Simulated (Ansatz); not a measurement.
**C₃H₅Cl₂In: a ladder of functionals and wavefunction methods**

One table from this session's results is given with a row withheld; the runs are named, their logs left out.

Method: functionals in def2-TZVPP, the program's frozen cores in correlated methods; program: Ansatz 0.2.0, Gaussian basis.

The runs, in order: LDA (SPW92), PBE-D4, revPBE-D4, BLYP-D4, r2SCAN-D4, B97M-V, PBE0-D4, B3LYP-D4, r2SCANh-D4, r2SCAN0-D4, HSE06-D4, BHLYP-D4, CAM-B3LYP-D4, LC-ωPBE, ωB97X-V, ωB97M-V, B2PLYP, PBE-QIDH; CCSD(T)/def2-SVP; MP2/def2-TZVPP; MP2/def2-QZVPP; RPA on PBE.

## The relaxed structure

The geometry comes from an earlier relaxation with PBE0-D4 in a triple-zeta def2 set; it is a stationary point, not always the lowest conformer. In takes the def2 core potential; no spin-orbit term is included.

SMILES `C=C[CH2][In]([Cl])[Cl]`, 11 atoms, charge 0, spin multiplicity 1.

Atoms are counted from 1 here; the program's logs count them from 0.

Bond lengths: C1–C2 1.325 Å, C1–H7 1.084 Å, C1–H8 1.087 Å, C2–C3 1.490 Å, C2–H9 1.091 Å, C3–In4 2.142 Å, C3–H10 1.095 Å, C3–H11 1.095 Å, In4–Cl5 2.323 Å, In4–Cl6 2.329 Å. Angles: C2–C1–H7 120.9°, C2–C1–H8 122.6°, H7–C1–H8 116.5°, C1–C2–C3 127.6°, C1–C2–H9 118.1°, C3–C2–H9 114.3°, C2–C3–In4 117.5°, C2–C3–H10 111.3°, C2–C3–H11 111.3°, In4–C3–H10 105.2°, In4–C3–H11 105.2°, H10–C3–H11 105.4°, C3–In4–Cl5 130.6°, C3–In4–Cl6 119.2°, Cl5–In4–Cl6 110.3°.

The first run:

File in.yaml:

```yaml
crystal:
  periodic: [false, false, false]
  atoms:
    - {symbol: C, position_ang: [-0.067904, -0.832681, -1.569374]}
    - {symbol: C, position_ang: [-0.368987, -1.221750, -0.339245]}
    - {symbol: C, position_ang: [-0.259402, -0.429556, 0.918012]}
    - {symbol: In, position_ang: [0.450765, 1.585358, 0.759835]}
    - {symbol: Cl, position_ang: [1.147051, 2.800966, -1.092834]}
    - {symbol: Cl, position_ang: [0.602811, 2.889439, 2.683640]}
    - {symbol: H, position_ang: [-0.189725, -1.504945, -2.410385]}
    - {symbol: H, position_ang: [0.310340, 0.161189, -1.793004]}
    - {symbol: H, position_ang: [-0.742888, -2.236569, -0.199155]}
    - {symbol: H, position_ang: [0.409822, -0.914837, 1.636633]}
    - {symbol: H, position_ang: [-1.226583, -0.353715, 1.426279]}
basis:
  gaussian: {orbitals: def2-TZVPP}
hamiltonian: {xc: lda}
output: {orbitals: {seedname: orbitals}}
```

Run with:

```sh
$ ansatz run in.yaml --threads 4 --pin off --events-out ev --progress --plain --max-ram 11315MiB
```

Steps of the session up to this table: LDA; PBE-D4 (GGA); revPBE-D4 (GGA); BLYP-D4 (GGA); r2SCAN-D4 (meta-GGA); B97M-V (meta-GGA); B3LYP-D4 (hybrid); r2SCANh-D4 (hybrid); r2SCAN0-D4 (hybrid); HSE06-D4 (hybrid); BHLYP-D4 (hybrid); CAM-B3LYP-D4 (range-separated); LC-ωPBE (range-separated); ωB97X-V (range-separated); ωB97M-V (range-separated); B2PLYP (double hybrid); PBE-QIDH (double hybrid).

One table of the session follows, with a row left open; its other results are not shown here.

It belongs to the step «Frontier levels by functional». 

| functional | HOMO (eV) | LUMO (eV) | gap (eV) |
| --- | --- | --- | --- |
| LDA (SPW92) | -7.12 | -2.79 | 4.33 |
| PBE-D4 | -6.93 | -2.49 | 4.44 |
| revPBE-D4 | -6.87 | -2.37 | 4.49 |
| BLYP-D4 | -6.77 | -2.44 | 4.33 |
| r2SCAN-D4 | -7.15 | -2.28 | 4.87 |
| B97M-V | -7.13 | -2.35 | 4.78 |
| PBE0-D4 | -8.07 | -1.62 | 6.45 |
| B3LYP-D4 | -7.84 | -1.92 | 5.92 |
| r2SCANh-D4 | -7.58 | -1.96 | 5.61 |
| r2SCAN0-D4 | -8.22 | -1.49 | 6.73 |
| HSE06-D4 | -7.66 | -1.99 | 5.68 |
| BHLYP-D4 | -9.03 | -0.87 | 8.17 |
| CAM-B3LYP-D4 | -9.41 | -0.71 | 8.69 |
| LC-ωPBE | -10.82 | 0.43 | 11.25 |
| ωB97X-V | ? | ? | ? |
| ωB97M-V | -10.32 | 0.01 | 10.33 |

**Question.** Estimate the row for ωB97X-V.

As computed: HOMO (eV): -10.42; LUMO (eV): 0.27; gap (eV): 10.69. In the column «HOMO (eV)» it lies between LC-ωPBE (-10.82) and ωB97M-V (-10.32).
